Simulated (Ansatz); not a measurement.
# BiPbIO2: the cost of one run

Computed with Ansatz 0.2.0 (DFT LDA, scalar-relativistic, plane waves, PAW, unless a step's input says otherwise).

## (1) Starting point

Symmetry: I4mm, No. 107, tetragonal system. Conventional cell: a = 4.073 Å, b = 4.073 Å, c = 13.883 Å, α = 90.00°, β = 90.00°, γ = 90.00°. Around Bi (site symmetry 4mm) lie 4 O at 2.31 Å. Pb (site symmetry 4mm) has 4 O at 2.44 Å in its first shell of neighbours. Around I (site symmetry 4mm) lie 4 Bi at 3.63 Å and 4 Pb at 3.69 Å. Around O (site symmetry 2mm) lie 2 Bi at 2.31 Å and 2 Pb at 2.44 Å.

Coordinates:

```cif
data_structure
_symmetry_space_group_name_H-M 'I4mm'
_symmetry_Int_Tables_number 107
_cell_length_a 4.0735
_cell_length_b 4.0735
_cell_length_c 13.8833
_cell_angle_alpha 90.000
_cell_angle_beta 90.000
_cell_angle_gamma 90.000
_cell_volume 230.37
loop_
_atom_site_label
_atom_site_type_symbol
_atom_site_symmetry_multiplicity
_atom_site_Wyckoff_symbol
_atom_site_fract_x
_atom_site_fract_y
_atom_site_fract_z
_atom_site_occupancy
Bi1 Bi 2 a 0.00000 0.00000 0.33422 1
Pb1 Pb 2 a 0.50000 0.50000 0.15957 1
I1 I 2 a 0.50000 0.50000 0.49335 1
O1 O 4 b 0.00000 0.50000 0.25643 1
```

Source of the structure: the Materials Project (structure only).

(A quick probe on a coarse mesh, which set the mesh and smearing, is not shown.)

## (3) A loose first relaxation

The input, input.yaml:

```yaml
crystal:
  lattice:
    - [-2.036731, 2.036731, 6.94164]
    - [2.036731, -2.036731, 6.94164]
    - [2.036731, 2.036731, -6.94164]
  atoms:
    - { symbol: Bi, position: [0.334222, 0.334222, 0.0] }
    - { symbol: Pb, position: [0.659568, 0.659568, 0.0] }
    - { symbol: I, position: [0.993347, 0.993347, 0.0] }
    - { symbol: O, position: [0.756431, 0.256431, 0.5] }
    - { symbol: O, position: [0.256431, 0.756431, 0.5] }
basis:
  ecutwfc: 420
kpoints:
  mp_grid: { grid: [8, 8, 8] }
hamiltonian:
  xc: lda
scf:
  occupations: { method: gaussian, width: 0.1 }
output:
  forces: true
  stress: true
  eigenvalues: true
relax:
  adjacent_minimum: "off"
  f_tol: 0.05
  max_steps: 80
  cell: { stress_tol: 0.5 }
```

Command:

```bash
> ansatz run input.yaml --threads 2 --pin off --max-ram 5120MiB --backend cpu --events-out ev --progress --plain --runs-dir out
```

**Question.** How long does this run take on 2 threads of Intel Xeon at 2.50GHz (Skylake/Cascade Lake), shared host, and how much memory does it need?

About 2.8 min, with a peak of 0.54 GiB.
